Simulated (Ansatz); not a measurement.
# AlRh: how the settings move a relaxation

How sensitive is a relaxation of AlRh to its settings? A reference run comes first, then two runs with altered input.

Program: Ansatz 0.2.0. Level of theory: reference: DFT, r2SCAN, PAW with Ansatz's default frozen-core files, scalar-relativistic; relaxation of cell and atoms. These are calculated values, not measurements.

1 further run of the same task is left out (set aside as unsound or not needed). Runs told in other sessions of the task aren't counted.

**1. Starting point**

Symmetry: Pm-3m, No. 221, cubic system. The conventional cell has a = 2.977 Å, b = 2.977 Å, c = 2.977 Å, α = 90.00°, β = 90.00°, γ = 90.00°. Al (site symmetry m-3m) is surrounded by 8 Rh at 2.58 Å. Rh (site symmetry m-3m) is surrounded by 8 Al at 2.58 Å.

As a file:

```cif
data_structure
_symmetry_space_group_name_H-M 'Pm-3m'
_symmetry_Int_Tables_number 221
_cell_length_a 2.9773
_cell_length_b 2.9773
_cell_length_c 2.9773
_cell_angle_alpha 90.000
_cell_angle_beta 90.000
_cell_angle_gamma 90.000
_cell_volume 26.39
loop_
_atom_site_label
_atom_site_type_symbol
_atom_site_symmetry_multiplicity
_atom_site_Wyckoff_symbol
_atom_site_fract_x
_atom_site_fract_y
_atom_site_fract_z
_atom_site_occupancy
Al1 Al 1 a 0.00000 0.00000 0.00000 1
Rh1 Rh 1 b 0.50000 0.50000 0.50000 1
```

**2. Baseline**

Input file input.yaml:

```yaml
crystal:
  lattice:
    - [2.97732247, 0.0, 0.0]
    - [0.0, 2.97732247, 0.0]
    - [0.0, 0.0, 2.97732247]
  atoms:
    - { symbol: Al, position: [0.0, 0.0, 0.0] }
    - { symbol: Rh, position: [0.5, 0.5, 0.5] }
kpoints:
  mp_grid: { grid: [16, 16, 16] }
scf:
  occupations: { method: fermi_dirac, width: 0.05 }
hamiltonian:
  xc: r2scan
  pseudopotentials: { kind: paw }
relax:
  f_tol: 0.002
  max_steps: 80
  cell: {}
output:
  forces: true
  stress: true
```

Started as:

```
$ ansatz run input.yaml --threads 1 --pin off --max-ram 2560MiB --backend cpu --events-out ev --progress --plain --runs-dir out
```

**3. Changing settings: mp_grid.grid [24, 24, 24], chi_scale 0.3, preconditioner kerker_dos**

input.yaml: that of step 2 with these lines changed.

```diff
@@ -9,5 +9,7 @@
 kpoints:
-  mp_grid: { grid: [16, 16, 16] }
+  mp_grid: { grid: [24, 24, 24] }
 scf:
   occupations: { method: fermi_dirac, width: 0.05 }
+  initial_density: { chi_scale: 0.3 }
+  mixing: { preconditioner: kerker_dos }
 hamiltonian:
```

**4. Changed: occupations.method tetrahedron_uncorrected, width left out**

input.yaml: that of step 2 with these lines changed.

```diff
@@ -11,3 +11,3 @@
 scf:
-  occupations: { method: fermi_dirac, width: 0.05 }
+  occupations: { method: tetrahedron_uncorrected }
 hamiltonian:
```

What does the calculation give? Wanted: for each run, ending; energy change; pressure; gap; force.

**Answer**, as computed:

```csv
run,ending,energy change,pressure (GPa),gap (eV),force (eV/Å),cycles,time
reference,converged,0,0.0,0.00,0.00,16,15 s
"1: mp_grid.grid [24, 24, 24], chi_scale 0.3, preconditioner kerker_dos",converged,+0.1 meV/atom,0.0,0.00,0.00,15,36 s
"2: occupations.method tetrahedron_uncorrected, width left out",converged,+7.6 meV/atom (σ→0),0.0,0.00,0.00,16,15 s
```

Of the variants the dearest is «mp_grid.grid [24, 24, 24], chi_scale 0.3, preconditioner kerker_dos» (36 s), the cheapest «occupations.method tetrahedron_uncorrected, width left out» (15 s), on a shared host.
